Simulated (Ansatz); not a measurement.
# CH5NSSi: the cost of one run

Method: r2SCAN/def2-SVP with rVV10 dispersion; program: Ansatz 0.2.0, Gaussian basis.

## Step 1: Structure used throughout

An earlier PBE0-D4 in a triple-zeta def2 set relaxation fixed the geometry.

SMILES `N=C([SiH3])S`, 9 atoms, charge 0, spin multiplicity 1.

Atoms are counted from 1 here; the program's logs count them from 0.

Bond lengths: N1–C2 1.266 Å, N1–H5 1.023 Å, C2–Si3 1.894 Å, C2–S4 1.778 Å, Si3–H6 1.486 Å, Si3–H7 1.479 Å, Si3–H8 1.487 Å, S4–H9 1.343 Å. Angles: C2–N1–H5 113.7°, N1–C2–Si3 118.6°, N1–C2–S4 123.2°, Si3–C2–S4 118.2°, C2–Si3–H6 108.3°, C2–Si3–H7 109.4°, C2–Si3–H8 108.5°, H6–Si3–H7 111.1°, H6–Si3–H8 108.3°, H7–Si3–H8 111.1°, C2–S4–H9 97.5°.

Geometry (Å):

```xyz
9
charge 0, multiplicity 1
N    -0.1781    0.5094   -1.7641
C    -0.3917    0.2251   -0.5488
Si    1.0604   -0.3707    0.5112
S    -1.9795    0.4124    0.2294
H    -1.0081    0.8433   -2.2596
H     1.4145    0.7109    1.4662
H     2.2047   -0.7041   -0.3647
H     0.6200   -1.5567    1.2929
H    -1.6536   -0.1158    1.4203
```

## Step 2: Dynamics

The input, in.yaml:

```yaml
crystal:
  periodic: [false, false, false]
  atoms:
    - {symbol: N, position_ang: [-0.178149, 0.509360, -1.764096]}
    - {symbol: C, position_ang: [-0.391699, 0.225131, -0.548773]}
    - {symbol: Si, position_ang: [1.060444, -0.370696, 0.511229]}
    - {symbol: S, position_ang: [-1.979512, 0.412389, 0.229438]}
    - {symbol: H, position_ang: [-1.008113, 0.843316, -2.259571]}
    - {symbol: H, position_ang: [1.414466, 0.710869, 1.466197]}
    - {symbol: H, position_ang: [2.204686, -0.704137, -0.364728]}
    - {symbol: H, position_ang: [0.620032, -1.556685, 1.292893]}
    - {symbol: H, position_ang: [-1.653556, -0.115845, 1.420311]}
basis:
  gaussian: {orbitals: def2-SVP}
hamiltonian: {xc: {name: r2SCAN}, dispersion: rvv10}
md: {timestep: 1 fs, n_steps: 30, ensemble: nvt_nose_hoover, temperature: 1500, initial_velocities: maxwell_boltzmann, seed: 273}
```

Command:

```console
$ ansatz run in.yaml --threads 2 --pin off --events-out ev --progress --plain --max-ram 4352MiB
```

Q: Estimate wall time and peak memory on 2 threads of AMD EPYC 7B13, shared host.

About 94 s, with a peak of 0.42 GiB.
